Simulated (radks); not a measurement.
# Si in [He] 2s2 2p5 3s2 3p2 4p1: an all-electron calculation

The task here is to estimate one member of a computed series from the others.

Method: Dirac Kohn-Sham, PBE, spin-unpolarised, spherical densities, finite nucleus; open shells are shared between the two j in proportion to 2j + 1. Code: radks (a radial shooting solver on a logarithmic mesh, Libxc functionals) version 1.

## The atom as given

| Item | Value |
| --- | --- |
| element | silicon (Z = 14) |
| charge | 0 |
| electrons | 14 |
| configuration | [He] 2s2 2p5 3s2 3p2 4p1 |
| nuclear rms radius | 3.1224 fm |

Outer shells as boxes (Hund's rule):

Si
```
[He] core
2s [↑↓]
2p [↑↓][↑↓][↑ ]
3s [↑↓]
3p [↑ ][↑ ][  ]
4p [↑ ][  ][  ]
```

The first run:

Settings of this run:

```text
Z 14
configuration [He] 2s2 2p5 3s2 3p2 4p1 4s0 3d0
relativity Dirac
functional pbe,pbe
spin unpolarised
j_filling average
nucleus finite rms 3.1224 fm
c 137.035999084
```

Command:

```sh
$ python run_ks.py task.json out
```

This one command runs every case of the session in turn.

Among the steps run: Self-consistent calculation.

One of the session's tables, all rows but one given; the rest of the session is left out.

It belongs to the step «Radial structure». Sizes of the orbitals, from the radial functions (bohr):

```
level     <r>  outermost maximum (interpolated)  90 % within  nodes
1s1/2  0.1112                            0.0726        0.199      0
2s1/2  0.5530                             0.448        0.867      1
2p1/2  0.5131                             0.378        0.855      0
2p3/2  0.5150                             0.379        0.858      0
3s1/2       ?                                 ?            ?      ?
3p1/2   2.197                              1.81         3.39      1
3p3/2   2.203                              1.81         3.40      1
4s1/2   6.382                              5.56         9.45      3
4p1/2   8.163                              7.30         11.9      2
4p3/2   8.175                              7.31         11.9      2
3d3/2   5.418                              3.01         9.55      0
3d5/2   5.421                              3.01         9.56      0
```

Estimate the missing values for 3s1/2.

**Answer.** <r>: 1.895; outermost maximum (interpolated): 1.62; 90 % within: 2.85; nodes: 2. In the column «<r>» it lies between 2s1/2 (0.5530) and 3p1/2 (2.197).
